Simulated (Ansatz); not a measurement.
# CF2InNO: basis-set convergence

One table from this session's results is given with a row withheld; the runs are named, their logs left out.

The runs use Ansatz 0.2.0, Gaussian basis; one geometry, several basis sets.

Plan: PBE0-D4/def2-SVP; ωB97M-V/def2-SVP; PBE0-D4/def2-QZVPP; ωB97M-V/def2-QZVPP; the functionals' def2-TZVPP values are taken from earlier runs.

1 further run of the same task is left out (for a known fault of the program).

**The relaxed structure**

An earlier PBE0-D4 in a triple-zeta def2 set relaxation fixed the geometry. In takes the def2 core potential; no spin-orbit term is included.

SMILES `O=C=[N][In]([F])[F]`, 6 atoms, charge 0, spin multiplicity 1.

Atoms are counted from 1 here; the program's logs count them from 0.

Bond lengths: O1–C2 1.162 Å, C2–N3 1.209 Å, N3–In4 1.991 Å, In4–F5 1.918 Å, In4–F6 1.925 Å. Angles: O1–C2–N3 175.5°, C2–N3–In4 134.1°, N3–In4–F5 121.0°, N3–In4–F6 123.1°, F5–In4–F6 115.9°.

The first run:

Contents of in.yaml:

```yaml
crystal:
  periodic: [false, false, false]
  atoms:
    - {symbol: O, position_ang: [1.034338, -2.132618, 1.661547]}
    - {symbol: C, position_ang: [0.767111, -1.452958, 0.757316]}
    - {symbol: N, position_ang: [0.536293, -0.807558, -0.238199]}
    - {symbol: In, position_ang: [-0.446131, 0.887055, -0.594978]}
    - {symbol: F, position_ang: [-0.577520, 1.597713, -2.372087]}
    - {symbol: F, position_ang: [-1.314092, 1.908356, 0.786401]}
basis:
  gaussian: {orbitals: def2-SVP}
hamiltonian: {xc: pbe0, dispersion: d4}
output: {orbitals: {seedname: orbitals}}
```

Started as:

```bash
$ ansatz run in.yaml --threads 4 --pin off --events-out ev --progress --plain --max-ram 10444MiB
```

Among the steps run: PBE0-D4 in def2-SVP; ωB97M-V in def2-SVP; PBE0-D4 in def2-QZVPP; ωB97M-V in def2-QZVPP.

One of the session's tables, all rows but one given; the rest of the session is left out.

It belongs to the step «Density functionals: the series». 

| functional | basis | HOMO (eV) | LUMO (eV) |
| --- | --- | --- | --- |
| PBE0-D4 | def2-SVP | ? | ? |
| PBE0-D4 | def2-TZVPP | -9.28 | -3.08 |
| PBE0-D4 | def2-QZVPP | -9.31 | -3.11 |
| ωB97M-V | def2-SVP | -11.38 | -0.81 |
| ωB97M-V | def2-TZVPP | -11.53 | -1.06 |
| ωB97M-V | def2-QZVPP | -11.56 | -1.20 |

Q: Estimate the row for PBE0-D4, def2-SVP from the others.

The run gave: HOMO (eV): -9.17; LUMO (eV): -2.91. In the column «HOMO (eV)» it is the highest.
